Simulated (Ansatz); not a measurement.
Working through a single point in a Gaussian basis of CH7FOSi2, SMILES CO[SiH](F)[SiH3]

Computed with the Python package of Ansatz (0.2.0).

Notebook, run cell by cell (the value of a cell's last expression is shown):

**Cell 1**
```python
from pathlib import Path

import ansatz as az
from ase import Atoms

atoms = Atoms(['C', 'O', 'Si', 'F', 'Si', 'H', 'H', 'H', 'H', 'H', 'H', 'H'], positions=[
    (-1.5808, 0.2076, 1.621),
    (-0.8865, 0.5689, 0.4448),
    (0.4693, -0.3034, 0.125),
    (0.2174, -1.8458, 0.338),
    (1.3032, 0.0824, -2.0136),
    (-1.0317, 0.407, 2.5161),
    (-2.4569, 0.9367, 1.666),
    (-1.9802, -0.7539, 1.5569),
    (1.524, 0.0814, 1.1994),
    (1.6479, 1.5292, -2.1595),
    (2.5301, -0.6961, -2.2375),
    (0.3211, -0.269, -3.0227),
])
ch7fosi2 = az.Crystal.molecule_from_ase(atoms)

calculation = ch7fosi2.calculation().basis(gaussian='def2-SVP').functional('pbe').orbitals()
res = calculation.run(threads=1, pin='off', runs_dir='runs')
summary = res.report
```

**Cell 2**
```python
summary['mean_field']['state']['spin_squared']
```
Output:
```text
7.815970093361102e-14
```

**Cell 3**
```python
type(res).__name__, type(summary).__name__
```
Output:
```text
('RunOutcome', 'dict')
```

**Cell 4**
```python
print(f'E = {summary["free_energy_ev"]:.6f} eV = {summary["free_energy_ev"] / 27.211386246:.7f} Ha')
print('converged:', summary['converged'], ' doubts:', summary['published_state_doubts'] or 'none')
```
Output:
```text
E = -21647.703335 eV = -795.5384242 Ha
converged: True  doubts: none
```

**Cell 5**
```python
lines = Path(summary['orbitals_path']).read_text().splitlines()
field_of = lambda key: [line.split('=')[1].strip() for line in lines if line.startswith(key)]
orbitals = [(27.211386 * float(e), s, float(n)) for e, s, n in zip(field_of('Ene='), field_of('Spin='), field_of('Occup='))]
homo = max(e for e, _, n in orbitals if n > 0.5)
lumo = min(e for e, _, n in orbitals if n < 0.5)
print(f'HOMO {homo:.3f} eV, LUMO {lumo:.3f} eV, gap {lumo - homo:.3f} eV')
```
Output:
```text
HOMO -6.606 eV, LUMO -0.671 eV, gap 5.935 eV
```

What to keep in mind:
- Total energies depend on the basis set; only differences at equal settings carry meaning.
- The geometry is a force-field or estimated start, not a minimum of this method, and the basis set is short of its limit.
- Levels such as HOMO and LUMO are orbital energies: with these approximate functionals they aren't the ionisation energy and electron affinity, and their gap isn't the fundamental gap.
- Run time: 2.1 s on 1 thread of Intel(R) Xeon(R) 6975P-C (Granite Rapids), with other jobs on the host, peak memory 0.22 GiB.

(Lines on the test bed's own set-up are left out of the output.)
